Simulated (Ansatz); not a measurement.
# Pb3O2: the cost of one run

Computed with Ansatz 0.2.0 (DFT PBE, scalar-relativistic, plane waves, PAW, unless a step's input says otherwise).

## Step 1: The system as given

The structure is trigonal, space group P-3m1 (No. 164). The conventional cell has a = 4.275 Å, b = 4.275 Å, c = 6.651 Å, α = 90.00°, β = 90.00°, γ = 120.00°. Pb (site symmetry -3m) is surrounded by 6 O at 2.96 Å. Pb (site symmetry 3m) has 4 O at 2.57 to 2.66 Å as nearest neighbours. O (site symmetry 3m) is surrounded by 7 Pb at 2.57 to 2.96 Å.

As a file:

```
Pb O
1.0
     4.27472    0.00000    0.00000
    -2.13736    3.70202    0.00000
     0.00000    0.00000    6.65078
Pb O
3 2
Direct
  0.00000 0.00000 0.00000
  0.33333 0.66667 0.64500
  0.66667 0.33333 0.35500
  0.33333 0.66667 0.24500
  0.66667 0.33333 0.75500
```

(A quick probe on a coarse mesh, which set the mesh and smearing, is not shown.)

## Step 3: A loose first relaxation

input.yaml reads:

```yaml
crystal:
  lattice:
    - [4.2747239194, 0.0, 0.0]
    - [-2.1373619597, 3.7020195084, 0.0]
    - [0.0, 0.0, 6.6507760472]
  atoms:
    - { symbol: Pb, position: [0.0, 0.0, 0.0] }
    - { symbol: Pb, position: [0.3333333333, 0.6666666667, 0.645] }
    - { symbol: Pb, position: [0.6666666667, 0.3333333333, 0.355] }
    - { symbol: O, position: [0.3333333333, 0.6666666667, 0.245] }
    - { symbol: O, position: [0.6666666667, 0.3333333333, 0.755] }
basis:
  ecutwfc: 420
kpoints:
  mp_grid: { grid: [6, 6, 4] }
hamiltonian:
  xc: pbe
scf:
  occupations: { method: gaussian, width: 0.1 }
  lower_state_search: "off"
output:
  forces: true
  stress: true
  eigenvalues: true
relax:
  adjacent_minimum: "off"
  f_tol: 0.04
  max_steps: 70
  cell: { stress_tol: 0.4 }
```

On the command line:

```
$ ansatz run input.yaml --threads 1 --pin off --max-ram 2560MiB --backend cpu --events-out ev --progress --plain --runs-dir out
```

**Question.** How long does this run take on 1 thread of Intel Xeon Platinum 8488C (Sapphire Rapids), shared host, and how much memory does it need?

About 1.9 min, with a peak of 0.43 GiB.
